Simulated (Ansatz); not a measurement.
# WHCl2+ (triplet): from Hartree-Fock to the top rungs, def2-SVP

One table from this session's results is given with a row withheld; the runs are named, their logs left out.

Computed with Ansatz 0.2.0, Gaussian basis. Level: def2-SVP, core rule «outside noble gas», up to 14 orbitals frozen.

To be run: UHF; CCSD(T) on ROHF; CCSD(T) on UHF; CISD; CCSDT(Q) on ROHF; CCSDT(Q) on UHF.

5 further runs of the same task are left out: 5 set aside as unsound or not needed.

## The geometry

The geometry is a PBE0/def2-TZVP stationary point (not a proven minimum) of the parent state, kept for this charge and spin. No spin-orbit coupling is included. Elements past krypton take def2 core potentials.

4 atoms, charge 1, spin multiplicity 3.

Atoms are counted from 1 here; the program's logs count them from 0.

Bond lengths: W1–Cl2 2.234 Å, W1–Cl3 2.234 Å, W1–H4 1.699 Å. Angles: Cl2–W1–Cl3 132.8°, Cl2–W1–H4 111.7°, Cl3–W1–H4 111.7°.

Set-up of the first run:

Input file in.yaml:

```yaml
crystal:
  periodic: [false, false, false]
  atoms:
    - {symbol: W, position_ang: [0.015777, -0.241163, 0.000000]}
    - {symbol: Cl, position_ang: [-0.033166, 0.651506, -2.047512]}
    - {symbol: Cl, position_ang: [-0.033166, 0.651506, 2.047512]}
    - {symbol: H, position_ang: [-0.544441, -1.845619, 0.000000]}
basis:
  gaussian: {orbitals: def2-SVP}
total_charge: 1
magnetization: {spin_polarized: true, initial_magnetization: 2}
hamiltonian: {xc: hf}
output: {orbitals: {seedname: orbitals}}
```

Command:

```
ansatz run in.yaml --threads 1 --pin off --events-out ev --progress --plain --max-ram 4096MiB --backend cpu
```

Among the steps run: UHF; CCSD(T) on ROHF; CCSD(T) on UHF; CISD; CCSDT(Q) on ROHF; CCSDT(Q) on UHF.

One table of the session follows, with a row left open; its other results are not shown here.

| method | from RCCSDT(Q) (meV) |
| --- | --- |
| ROHF | +12337.9 |
| UHF | +12171.7 |
| RMP2 | +1376.8 |
| UMP2 | +1304.9 |
| RCCSD | +580.0 |
| UCCSD | +520.8 |
| RCCSD(T) | ? |
| UCCSD(T) | -7.6 |
| RCCSDT | +2.5 |
| UCCSDT | -54.0 |
| RCCSDT(Q) | 0 |
| UCCSDT(Q) | -95.8 |

Q: Estimate the row for RCCSD(T) from the others.

The run gave: from RCCSDT(Q) (meV): +47.7. In the column «from RCCSDT(Q) (meV)» it lies between RCCSDT (+2.5) and UCCSD (+520.8).

Not comparable, so not listed: CISD (they don't share determinant, frozen orbitals or solution with the rows shown, or repeat one).

Caveats from the session: Restricted and unrestricted rows rest on different reference determinants; where their highest levels disagree by more than a few hundredths of an eV, they describe different states and don't form one ladder.
